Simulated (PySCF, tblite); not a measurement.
# C2H8F2SSi2: geometry, infrared bands and NMR shifts

What infrared bands and NMR shifts should C2H8F2SSi2 (`CC[Si@H](F)S[SiH2]F`) show?

Programs: tblite 0.8.0 and PySCF 2.14.0, with density-fitted response routines of our own. Each step states its level of theory. These are calculated values for one molecule in the gas phase, unless marked as measured. Atoms count from 0, in the outputs and in this text.

### Step 1. Starting geometry

15 atoms, charge 0, multiplicity 1; geometry from: force field or distance geometry start.

Bonds of the start (Å): C0–C1 1.54, C1–Si2 1.86, Si2–F3 1.59, Si2–S4 2.13, S4–Si5 2.13, Si5–F6 1.60, C0–H7 1.10, C0–H8 1.10, C0–H9 1.08, C1–H10 1.10, C1–H11 1.08, Si2–H12 1.49, Si5–H13 1.48, Si5–H14 1.48.

### Step 2. Relaxing the molecule with GFN2-xTB

What the job is given:

```
{"job": {"kind": "relax", "xc": "GFN2-xTB", "basis": "xTB"}, "charge": 0, "multiplicity": 1}
C      2.655800     0.434200     0.464200
C      1.592700    -0.064300    -0.526400
Si    -0.159900     0.021700     0.083100
F     -0.298400    -0.879000     1.382800
S     -1.450100    -0.765400    -1.420900
Si    -3.209600    -0.412900    -0.280000
F     -3.362300     1.167500    -0.045900
H      2.492800     1.496500     0.718300
H      2.636600    -0.140200     1.399200
H      3.643100     0.341800     0.033600
H      1.828200    -1.111800    -0.769500
H      1.683700     0.501900    -1.444600
H     -0.529900     1.428800     0.411000
H     -4.371100    -0.897600    -1.051200
H     -3.156100    -1.113100     1.024600
```

Launch:

```
$ OMP_NUM_THREADS=1 python probes_run.py task.json out
```

One launch serves the whole session: the jobs run in the order shown.

**Question.** This job is followed by: GFN2-xTB harmonic vibrations, gas phase; GIAO PBE0/pcSseg-1 NMR shielding, non-relativistic, gas phase. Predict these results of the whole session: strongest single infrared mode (GFN2-xTB); zero-point energy (GFN2-xTB); 13C shifts against TMS (PBE0/pcSseg-1); 1H shifts against TMS (PBE0/pcSseg-1, means over atoms taken as alike); 29Si shifts against TMS (PBE0/pcSseg-1); 19F shifts against CFCl3 (PBE0/pcSseg-1); 33S shifts against CS2 (PBE0/pcSseg-1); surface potential, 1st and 99th percentile.

The runs gave:

| quantity | value |
| --- | --- |
| strongest single infrared mode (GFN2-xTB) | 823 cm⁻¹, 266 km/mol |
| zero-point energy (GFN2-xTB) | 61.6 kcal/mol |
| 13C shifts against TMS (PBE0/pcSseg-1) | 15.2, 8.4 ppm |
| 1H shifts against TMS (PBE0/pcSseg-1, means over atoms taken as alike) | 5.78, 5.68, 5.55, 1.35, 1.26, 0.87 ppm |
| 29Si shifts against TMS (PBE0/pcSseg-1) | 24.2, 6.2 ppm |
| 19F shifts against CFCl3 (PBE0/pcSseg-1) | -186.2, -196.0 ppm |
| 33S shifts against CS2 (PBE0/pcSseg-1) | -171 ppm |
| surface potential, 1st and 99th percentile | -0.98 V and 1.52 V |

In words: The optimisation took 90 steps and gained 0.180 eV; among the close pairs (by a distance rule), Si2–H12 changed most, from 1.491 to 1.449 Å. All 39 modes are real, so the xTB geometry is a minimum. The strongest single mode, at 823 cm⁻¹, moves mainly F6 and Si5. GFN2-xTB is a fitted tight-binding method: band positions and strengths are rough. Its intensities can rank the bands wrongly. At PBE0/pcSseg-1: The widest tensor belongs to S4: span 219 ppm, with a paramagnetic part of -387 ppm. By nearest atom (PBE0/pcSseg-1), the HOMO sits on S4 79 % and the LUMO on Si5 19 %; H13, H14 about 13 % each.
